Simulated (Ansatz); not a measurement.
# ClH₄OSi₂ radical: how energies converge with the basis set

Aim: see how fast density functionals converge with the basis set for ClH₄OSi₂ radical.

Program: Ansatz 0.2.0, Gaussian basis. Level of theory: one geometry, several basis sets. These are calculated values, not measurements.

The runs, in order: PBE0-D4/def2-SVP; ωB97M-V/def2-SVP; PBE0-D4/def2-QZVPP; ωB97M-V/def2-QZVPP; the functionals' def2-TZVPP values are taken from earlier runs.

### 1 Structure used throughout

All runs share one geometry, relaxed beforehand with PBE0-D4 in a triple-zeta def2 set.

SMILES `O[Si]([SiH3])Cl`, 8 atoms, charge 0, spin multiplicity 2.

Atoms are counted from 1 here; the program's logs count them from 0.

Bond lengths: O1–Si2 1.646 Å, O1–H5 0.960 Å, Si2–Si3 2.353 Å, Si2–Cl4 2.079 Å, Si3–H6 1.486 Å, Si3–H7 1.488 Å, Si3–H8 1.485 Å. Angles: Si2–O1–H5 118.3°, O1–Si2–Si3 107.7°, O1–Si2–Cl4 109.1°, Si3–Si2–Cl4 109.3°, Si2–Si3–H6 108.5°, Si2–Si3–H7 111.9°, Si2–Si3–H8 107.2°, H6–Si3–H7 109.8°, H6–Si3–H8 109.5°, H7–Si3–H8 109.9°.

### 2 PBE0-D4 in def2-SVP

in.yaml

```yaml
crystal:
  periodic: [false, false, false]
  atoms:
    - {symbol: O, position_ang: [-0.248436, 0.296907, -1.978513]}
    - {symbol: Si, position_ang: [-0.430888, -0.734942, -0.709379]}
    - {symbol: Si, position_ang: [-0.075238, 0.491466, 1.266605]}
    - {symbol: Cl, position_ang: [0.993682, -2.242208, -0.847539]}
    - {symbol: H, position_ang: [-0.083400, -0.074855, -2.848130]}
    - {symbol: H, position_ang: [-1.107766, 1.556440, 1.353834]}
    - {symbol: H, position_ang: [1.281567, 1.100513, 1.303964]}
    - {symbol: H, position_ang: [-0.237420, -0.450423, 2.403457]}
basis:
  gaussian: {orbitals: def2-SVP}
magnetization: {spin_polarized: true, initial_magnetization: 1}
hamiltonian: {xc: pbe0, dispersion: d4}
output: {orbitals: {seedname: orbitals}}
```

Further steps of the session: ωB97M-V in def2-SVP; PBE0-D4 in def2-QZVPP; ωB97M-V in def2-QZVPP.

Q: Predict the results of all the runs planned. Wanted: PBE0-D4: double and triple zeta above quadruple; ωB97M-V: double and triple zeta above quadruple.

As calculated:

| quantity | value |
| --- | --- |
| PBE0-D4: double and triple zeta above quadruple | 13.72, 1.03 eV |
| ωB97M-V: double and triple zeta above quadruple | 13.70, 0.98 eV |

What this shows: For PBE0-D4 the step from double to triple zeta gains 12.69 eV and the next only 1.03 eV. These are total energies; as a rule much of such shifts cancels in differences, which this series doesn't test.
